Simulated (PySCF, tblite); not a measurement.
**C₄H₈ClFSi: geometry, infrared bands and NMR shifts**

Wanted: the infrared bands and NMR shifts of C₄H₈ClFSi (`C=C(C)[Si@](C)(F)Cl`), by calculation.

Computed with tblite 0.8.0 and PySCF 2.14.0, with density-fitted response routines of our own, on a single molecule in the gas phase. Atoms count from 0, in the outputs and in this text.

## (1) The starting structure

15 atoms, charge 0, multiplicity 1; geometry from: force field or distance geometry start.

Bonds of the start (Å): C0–C1 1.34, C1–C2 1.49, C1–Si3 1.87, Si3–C4 1.82, Si3–F5 1.61, Si3–Cl6 2.05, C0–H7 1.08, C0–H8 1.09, C2–H9 1.09, C2–H10 1.09, C2–H11 1.11, C4–H12 1.09, C4–H13 1.10, C4–H14 1.11.

## (2) Optimising the geometry with GFN2-xTB

The job: settings as JSON, then the geometry in Å.

```
{"job": {"kind": "relax", "xc": "GFN2-xTB", "basis": "xTB"}, "charge": 0, "multiplicity": 1}
C     -1.977300    -0.704900     0.620700
C     -0.892300    -0.000600     0.265100
C     -0.980000     1.338500    -0.384900
Si     0.841100    -0.626400     0.577600
C      2.006700    -0.373700    -0.801100
F      0.752800    -2.195900     0.934700
Cl     1.438300     0.417900     2.234400
H     -1.921800    -1.670900     1.109300
H     -2.980300    -0.320500     0.437400
H     -0.539600     1.323500    -1.380900
H     -0.498200     2.114700     0.207200
H     -2.036600     1.648500    -0.513600
H      3.000300    -0.752700    -0.559900
H      1.672200    -0.887400    -1.715500
H      2.110300     0.698000    -1.052300
```

Command:

```
OMP_NUM_THREADS=1 python probes_run.py task.json out
```

One launch serves the whole session: the jobs run in the order shown.

**Question.** This job is followed by: GFN2-xTB harmonic vibrations, gas phase; GIAO PBE0/pcSseg-1 NMR shielding, non-relativistic, gas phase. What will the session give for the following? strongest single infrared mode (GFN2-xTB); zero-point energy (GFN2-xTB); 13C shifts against TMS (PBE0/pcSseg-1); 1H shifts against TMS (PBE0/pcSseg-1, means over atoms taken as alike); 29Si shifts against TMS (PBE0/pcSseg-1); 19F shifts against CFCl3 (PBE0/pcSseg-1); 35Cl shifts against HCl (PBE0/pcSseg-1); surface potential, 1st and 99th percentile.

The runs gave:

```
                                                              quantity                        value
                             strongest single infrared mode (GFN2-xTB)         845 cm⁻¹, 166 km/mol
                                          zero-point energy (GFN2-xTB)                69.4 kcal/mol
                                13C shifts against TMS (PBE0/pcSseg-1)  150.4, 136.6, 24.3, 3.2 ppm
1H shifts against TMS (PBE0/pcSseg-1, means over atoms taken as alike)   6.15, 5.91, 1.90, 0.53 ppm
                               29Si shifts against TMS (PBE0/pcSseg-1)                     14.7 ppm
                              19F shifts against CFCl3 (PBE0/pcSseg-1)                   -157.6 ppm
                               35Cl shifts against HCl (PBE0/pcSseg-1)                       53 ppm
                                 surface potential, 1st and 99th percentile           -1.07 V and 1.03 V
```

What this shows: The optimisation took 95 steps and gained 0.142 eV; among the close pairs (by a distance rule), Si3–C4 changed most, from 1.823 to 1.894 Å. No mode is imaginary among the 39: a minimum at this level. The strongest single mode, at 845 cm⁻¹, moves mainly H14, Si3 and H12. GFN2-xTB is a fitted tight-binding method: band positions and strengths are rough. Its intensities can rank the bands wrongly. C1 (fully substituted alkene carbon) lies farthest downfield among carbon, at 150.4 ppm; the olefinic region. At PBE0/pcSseg-1: The widest tensor belongs to C1: span 240 ppm, with a paramagnetic part of -229 ppm. By nearest atom (PBE0/pcSseg-1), the HOMO sits on C0, C1 about 37 % each and the LUMO on C0, C1 about 30 % each; H7, H8 about 9 % each.
